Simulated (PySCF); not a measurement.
**WO3(H2O): forces at shaken geometries**

Aim: move all atoms of relaxed WO3(H2O) at random and read energies and forces. The structure is generated, not taken from experiment.

Program: PySCF 2.14.0. Level of theory: PBE, W def2-SVP with ECP60, O def2-SVP, H def2-SVP; scalar-relativistic core potentials, no spin–orbit coupling. These are calculated values, not measurements.

1 further run of the same task is left out (for a known fault of the program).

### Step 1. Starting geometry

7 atoms, charge 0, spin multiplicity 1.

Bond lengths: W1–O2 1.747 Å, W1–O3 1.746 Å, W1–O4 1.747 Å, W1–O5 2.195 Å, O5–H6 0.979 Å, O5–H7 0.979 Å. Angles: O2–W1–O3 109.0°, O2–W1–O4 109.9°, O2–W1–O5 110.1°, O3–W1–O4 109.0°, O3–W1–O5 108.7°, O4–W1–O5 110.1°, W1–O5–H6 121.6°, W1–O5–H7 121.6°, H6–O5–H7 107.8°.

As a file:

```
W     0.0752   -0.0201    0.0201
O     1.0758    0.9418    1.0810
O    -1.0133   -0.9857    0.9857
O     1.0758   -1.0810   -0.9418
O    -1.1112    1.2861   -1.2861
H    -1.6112    2.0485   -0.9306
H    -1.6112    0.9306   -2.0485
```

Formal oxidation states: W +6. An earlier session relaxed this geometry at PBE, W def2-SVP with ECP60, O def2-SVP, H def2-SVP (singlet, point group Cs).

Its energy there is -368.847581 Eh.

### Step 2. Atoms moved at random, σ = 0.06 Å

The input, run.py (the lines that set the calculation):

```python
mol = gto.M(atom='''
W      0.12946     0.03603    -0.04574
O      0.92397     0.90376     1.06278
O     -0.94600    -1.07168     0.97959
O      1.11555    -0.94762    -0.91820
O     -1.12033     1.29015    -1.14066
H     -1.64898     2.02167    -1.01954
H     -1.57378     0.88791    -2.03845''',
    basis={'W': 'def2-SVP', 'O': 'def2-SVP', 'H': 'def2-SVP'},
    ecp={'W': 'def2-SVP'},
    charge=0, spin=0)
mf = dft.RKS(mol, xc='PBE')
mf.grids.atom_grid = (50, 194)
mf = mf.density_fit()  # fitting sets: W def2-universal-JKFIT, O def2-universal-JKFIT, H def2-universal-JKFIT
mf.conv_tol = 1e-08; mf.max_cycle = 55
mf.kernel(dm0)  # dm0: the density of the relaxed state
```

Launch:

```
> OMP_NUM_THREADS=2 python run.py
```

The log of the run:

```text
init E= -368.826528338575
  HOMO = -0.232238661446499  LUMO = -0.136969205532541  gap/eV = 2.59241
cycle= 1 E= -368.74382584902  delta_E= 0.0827  |g|= 0.443  |ddm|= 0.786
  HOMO = -0.11363845990212  LUMO = -0.107678041431858  gap/eV = 0.16219
cycle= 2 E= -366.330301621369  delta_E= 2.41  |g|= 3.13  |ddm|= 3.09
  HOMO = -0.205075205079175  LUMO = -0.0970971756346373  gap/eV = 2.93823
cycle= 3 E= -368.734130738693  delta_E= -2.4  |g|= 0.52  |ddm|= 2.86
  HOMO = -0.195742614171669  LUMO = -0.117650926446398  gap/eV = 2.12498
cycle= 4 E= -368.773521270862  delta_E= -0.0394  |g|= 0.278  |ddm|= 0.499
  HOMO = -0.196989025967425  LUMO = -0.123882167805853  gap/eV = 1.98934
cycle= 5 E= -368.787613954374  delta_E= -0.0141  |g|= 0.0639  |ddm|= 0.181
  HOMO = -0.199117597436598  LUMO = -0.121921740175704  gap/eV = 2.10061
cycle= 6 E= -368.788270045822  delta_E= -0.000656  |g|= 0.0294  |ddm|= 0.0428
  HOMO = -0.20045708777122  LUMO = -0.121356709377608  gap/eV = 2.15243
cycle= 7 E= -368.788374968455  delta_E= -0.000105  |g|= 0.0202  |ddm|= 0.0239
  HOMO = -0.201073995344287  LUMO = -0.121102325006976  gap/eV = 2.17614
cycle= 8 E= -368.788452170679  delta_E= -7.72e-05  |g|= 0.00615  |ddm|= 0.0151
  HOMO = -0.201247133346494  LUMO = -0.121056685011649  gap/eV = 2.18209
cycle= 9 E= -368.788459906418  delta_E= -7.74e-06  |g|= 0.000734  |ddm|= 0.00475
  HOMO = -0.201323099751769  LUMO = -0.121125176002671  gap/eV = 2.18230
cycle= 10 E= -368.788460015636  delta_E= -1.09e-07  |g|= 0.000165  |ddm|= 0.000857
  HOMO = -0.201301855092099  LUMO = -0.121125810635359  gap/eV = 2.18170
cycle= 11 E= -368.788460021715  delta_E= -6.08e-09  |g|= 3.27e-05  |ddm|= 0.000198
  HOMO = -0.201304144517606  LUMO = -0.121127209733483  gap/eV = 2.18173
Extra cycle  E= -368.788460020502  delta_E= 1.21e-09  |g|= 8.2e-05  |ddm|= 9.07e-05
converged SCF energy = -368.788460020502
```

Wall time 3.4 s (2 threads of Arm Neoverse V2, shared host).

It gives: E = -368.788460 Eh (+1.609 eV from the relaxed state), HOMO -5.48 eV, LUMO -3.30 eV, Mulliken charge on W1 +0.77 e, largest force component 10.418 eV/Å. 

| atom | Fx | Fy | Fz (eV/Å) |
| --- | --- | --- | --- |
| W1 | -10.418 | -3.799 | 1.283 |
| O2 | 5.036 | 4.770 | 5.529 |
| O3 | 1.634 | 1.935 | -2.111 |
| O4 | 4.554 | -3.652 | -3.652 |
| O5 | -0.292 | -3.711 | -5.003 |
| H6 | -2.114 | 3.514 | 1.235 |
| H7 | 1.599 | 0.944 | 2.719 |

### Step 3. Atoms moved at random, σ = 0.03 Å

The input, run.py (the lines that set the calculation):

```python
mol = gto.M(atom='''
W      0.04163    -0.03151    -0.00121
O      1.10201     0.94530     1.13451
O     -1.02145    -0.96691     0.96777
O      1.06671    -1.10869    -0.94071
O     -1.10537     1.26023    -1.32999
H     -1.59673     2.07755    -0.93520
H     -1.60692     0.94424    -2.01539''',
    basis={'W': 'def2-SVP', 'O': 'def2-SVP', 'H': 'def2-SVP'},
    ecp={'W': 'def2-SVP'},
    charge=0, spin=0)
mf = dft.RKS(mol, xc='PBE')
mf.grids.atom_grid = (50, 194)
mf = mf.density_fit()  # fitting sets: W def2-universal-JKFIT, O def2-universal-JKFIT, H def2-universal-JKFIT
mf.conv_tol = 1e-08; mf.max_cycle = 55
mf.kernel(dm0)  # dm0: the density of the relaxed state
```

Launch:

```
> OMP_NUM_THREADS=2 python run.py
```

The log of the run:

```text
init E= -368.815596505838
  HOMO = -0.240451246024112  LUMO = -0.122449017062472  gap/eV = 3.21100
cycle= 1 E= -368.816163008631  delta_E= -0.000567  |g|= 0.272  |ddm|= 0.337
  HOMO = -0.168087258906645  LUMO = -0.114140083689179  gap/eV = 1.46798
cycle= 2 E= -368.245882704389  delta_E= 0.57  |g|= 1.69  |ddm|= 1.32
  HOMO = -0.220097418928361  LUMO = -0.110391297527009  gap/eV = 2.98526
cycle= 3 E= -368.81714152371  delta_E= -0.571  |g|= 0.274  |ddm|= 1.11
  HOMO = -0.217794128922537  LUMO = -0.115305248852042  gap/eV = 2.78886
cycle= 4 E= -368.83035418055  delta_E= -0.0132  |g|= 0.111  |ddm|= 0.247
  HOMO = -0.223299567451183  LUMO = -0.115229401666632  gap/eV = 2.94074
cycle= 5 E= -368.832662809747  delta_E= -0.00231  |g|= 0.0256  |ddm|= 0.0685
  HOMO = -0.222953605761367  LUMO = -0.114893387461333  gap/eV = 2.94047
cycle= 6 E= -368.832710804365  delta_E= -4.8e-05  |g|= 0.0217  |ddm|= 0.0262
  HOMO = -0.222717450652612  LUMO = -0.114949916839542  gap/eV = 2.93250
cycle= 7 E= -368.832806211802  delta_E= -9.54e-05  |g|= 0.0039  |ddm|= 0.0147
  HOMO = -0.22282720393741  LUMO = -0.114826201486022  gap/eV = 2.93886
cycle= 8 E= -368.832808985872  delta_E= -2.77e-06  |g|= 0.00137  |ddm|= 0.00243
  HOMO = -0.222924766465828  LUMO = -0.114839997605809  gap/eV = 2.94114
cycle= 9 E= -368.832809364823  delta_E= -3.79e-07  |g|= 0.000279  |ddm|= 0.00109
  HOMO = -0.222907523581657  LUMO = -0.114834758006275  gap/eV = 2.94081
cycle= 10 E= -368.83280938076  delta_E= -1.59e-08  |g|= 6.52e-05  |ddm|= 0.000207
  HOMO = -0.222907812434561  LUMO = -0.114836331137127  gap/eV = 2.94077
cycle= 11 E= -368.832809381758  delta_E= -9.98e-10  |g|= 1.35e-05  |ddm|= 5.22e-05
  HOMO = -0.222905103150878  LUMO = -0.114836020869426  gap/eV = 2.94071
Extra cycle  E= -368.832809380888  delta_E= 8.7e-10  |g|= 6.59e-05  |ddm|= 5.6e-05
converged SCF energy = -368.832809380888
```

It took 3.3 s on 2 threads of Arm Neoverse V2, shared host.

It gives: E = -368.832809 Eh (+0.402 eV from the relaxed state), HOMO -6.07 eV, LUMO -3.12 eV, Mulliken charge on W1 +0.81 e, largest force component 4.216 eV/Å. 

| atom | Fx | Fy | Fz (eV/Å) |
| --- | --- | --- | --- |
| W1 | 3.501 | 1.842 | 1.308 |
| O2 | -1.994 | -1.590 | -2.123 |
| O3 | -0.840 | -0.745 | 0.547 |
| O4 | -0.564 | 0.353 | 0.327 |
| O5 | 1.341 | 3.387 | 4.216 |
| H6 | 1.026 | -1.651 | -0.835 |
| H7 | -2.470 | -1.596 | -3.439 |

### Step 4. Atoms moved at random, σ = 0.06 Å

The input, run.py (the lines that set the calculation):

```python
mol = gto.M(atom='''
W      0.03990     0.01627     0.07244
O      0.94922     0.87600     1.07472
O     -1.00228    -0.97839     0.91266
O      1.10720    -1.14945    -0.95638
O     -1.02838     1.19473    -1.13353
H     -1.60966     2.17207    -0.99330
H     -1.57612     0.98899    -2.09684''',
    basis={'W': 'def2-SVP', 'O': 'def2-SVP', 'H': 'def2-SVP'},
    ecp={'W': 'def2-SVP'},
    charge=0, spin=0)
mf = dft.RKS(mol, xc='PBE')
mf.grids.atom_grid = (50, 194)
mf = mf.density_fit()  # fitting sets: W def2-universal-JKFIT, O def2-universal-JKFIT, H def2-universal-JKFIT
mf.conv_tol = 1e-08; mf.max_cycle = 55
mf.kernel(dm0)  # dm0: the density of the relaxed state
```

Launch:

```
> OMP_NUM_THREADS=2 python run.py
```

The log of the run:

```text
init E= -368.670648749363
  HOMO = -0.25410478239929  LUMO = -0.230754153408768  gap/eV = 0.63540
cycle= 1 E= -368.66614770202  delta_E= 0.0045  |g|= 0.661  |ddm|= 0.931
  HOMO = -0.113443682285875  LUMO = -0.0967005672241089  gap/eV = 0.45560
cycle= 2 E= -364.794856420344  delta_E= 3.87  |g|= 3.45  |ddm|= 4.09
  HOMO = -0.255058610766807  LUMO = -0.0902782696856832  gap/eV = 4.48390
cycle= 3 E= -368.498305953295  delta_E= -3.7  |g|= 1.12  |ddm|= 4.01
  HOMO = -0.207094823497109  LUMO = -0.130627022001136  gap/eV = 2.08079
cycle= 4 E= -368.748512576653  delta_E= -0.25  |g|= 0.246  |ddm|= 0.85
  HOMO = -0.189505584052927  LUMO = -0.157224852354911  gap/eV = 0.87840
cycle= 5 E= -368.75445326717  delta_E= -0.00594  |g|= 0.185  |ddm|= 0.309
  HOMO = -0.191573305331879  LUMO = -0.157316133869148  gap/eV = 0.93219
cycle= 6 E= -368.760267780796  delta_E= -0.00581  |g|= 0.0789  |ddm|= 0.175
  HOMO = -0.194668557507669  LUMO = -0.155613526211091  gap/eV = 1.06274
cycle= 7 E= -368.761128620764  delta_E= -0.000861  |g|= 0.0452  |ddm|= 0.0744
  HOMO = -0.19561555508473  LUMO = -0.155025070521241  gap/eV = 1.10452
cycle= 8 E= -368.761493511453  delta_E= -0.000365  |g|= 0.0172  |ddm|= 0.0318
  HOMO = -0.195534821852116  LUMO = -0.1544636624192  gap/eV = 1.11760
cycle= 9 E= -368.761551201692  delta_E= -5.77e-05  |g|= 0.00642  |ddm|= 0.011
  HOMO = -0.196164278765102  LUMO = -0.154494032096643  gap/eV = 1.13391
cycle= 10 E= -368.761559867551  delta_E= -8.67e-06  |g|= 0.000581  |ddm|= 0.00526
  HOMO = -0.196094420519309  LUMO = -0.154506903647739  gap/eV = 1.13165
cycle= 11 E= -368.761559927569  delta_E= -6e-08  |g|= 0.000269  |ddm|= 0.000703
  HOMO = -0.196104169534528  LUMO = -0.154503558737638  gap/eV = 1.13201
cycle= 12 E= -368.761559942499  delta_E= -1.49e-08  |g|= 2.33e-05  |ddm|= 0.000201
  HOMO = -0.196104491817114  LUMO = -0.154502006781556  gap/eV = 1.13206
cycle= 13 E= -368.761559942612  delta_E= -1.13e-10  |g|= 4.74e-06  |ddm|= 2.25e-05
  HOMO = -0.196104796606909  LUMO = -0.154501920165654  gap/eV = 1.13207
Extra cycle  E= -368.761559942602  delta_E= 9.78e-12  |g|= 7.82e-06  |ddm|= 9.04e-06
converged SCF energy = -368.761559942602
```

Run time: 3.7 s. Hardware: 2 threads of Arm Neoverse V2, shared host.

It gives: E = -368.761560 Eh (+2.341 eV from the relaxed state), HOMO -5.34 eV, LUMO -4.20 eV, Mulliken charge on W1 +0.78 e, largest force component 9.842 eV/Å. 

| atom | Fx | Fy | Fz (eV/Å) |
| --- | --- | --- | --- |
| W1 | 0.839 | -7.116 | -9.842 |
| O2 | 5.551 | 5.296 | 6.580 |
| O3 | -3.016 | -2.454 | 2.942 |
| O4 | -2.057 | 2.680 | 1.955 |
| O5 | -6.268 | 5.217 | -5.176 |
| H6 | 2.576 | -3.578 | 0.242 |
| H7 | 2.376 | -0.045 | 3.298 |

### Step 5. The displacements side by side

| σ (Å) | energy rise (eV) | harmonic estimate −½ F·u (eV) | largest force component (eV/Å) |
| --- | --- | --- | --- |
| 0.06 | 1.609 | 1.582 | 10.42 |
| 0.03 | 0.402 | 0.400 | 4.22 |
| 0.06 | 2.341 | 2.378 | 9.84 |

Every displacement raises the energy. For a harmonic well the rise equals −½ F·u; the two differ by at most 2 % here (a move with σ = 0.06 Å), from anharmonicity, the grid and the small forces left at the relaxed point. These are double-zeta-type bases without diffuse functions. Spin–orbit coupling is left out.
